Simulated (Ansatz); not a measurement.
This script makes a test of scalar relativity of GeP with the Python package of Ansatz (0.2.0).

`x2c_gep.py`:
```python
# -*- coding: utf-8 -*-
import ansatz
from ase import Atoms
import numpy as np

atoms = Atoms(["Ge", "P"], positions=[
    (0.0, 0.0, 0.0),
    (0.0, 0.0, 2.225),
])
molecule = ansatz.Crystal.molecule_from_ase(atoms)

base = (
    molecule.calculation()
    .functional("pbe0")
    .spin("collinear", total=1)
    .forces()
)
sets = {"none": "cc-pVTZ", "scalar": "cc-pVTZ-DK"}
found = {kind: base.basis(gaussian=basis).pseudopotentials(relativity=kind).run(threads=1).report for kind, basis in sets.items()}
for kind, each in found.items():
    dipole = 4.803205 * np.linalg.norm(each["charge_distribution"]["dipole_moment_e_ang"])
    print(f"{kind:7s} E = {each['free_energy_ev']:.4f} eV  dipole {dipole:.3f} D  largest force component {np.abs(each['forces_ev_ang']).max():.4f} eV/A")
print(f"relativity lowers the total energy by {found['none']['free_energy_ev'] - found['scalar']['free_energy_ev']:.3f} eV")
```

What does scalar relativity change in the total energy and in the dipole?

The total moves by -615.0 eV, nearly all in the cores, and the dipole from 1.50 to 1.57 D.

What the script printed:

```console
$ python x2c_gep.py
none    E = -65795.9093 eV  dipole 1.496 D  largest force component 1.3341 eV/A
scalar  E = -66410.8960 eV  dipole 1.574 D  largest force component 1.3718 eV/A
relativity lowers the total energy by 614.987 eV
```

Total energies depend on the basis set; only differences at equal settings carry meaning. The geometry is a force-field or estimated start, not a minimum of this method. The basis set changes with the Hamiltonian (a set recontracted for scalar relativity), and most of the change in the total lies in the cores. The species is open-shell (spin multiplicity 2). The spin state was assumed, and another may lie lower. Finished in 19 s on 1 thread of Arm Neoverse N1 (shared host), peak memory 0.22 GiB.
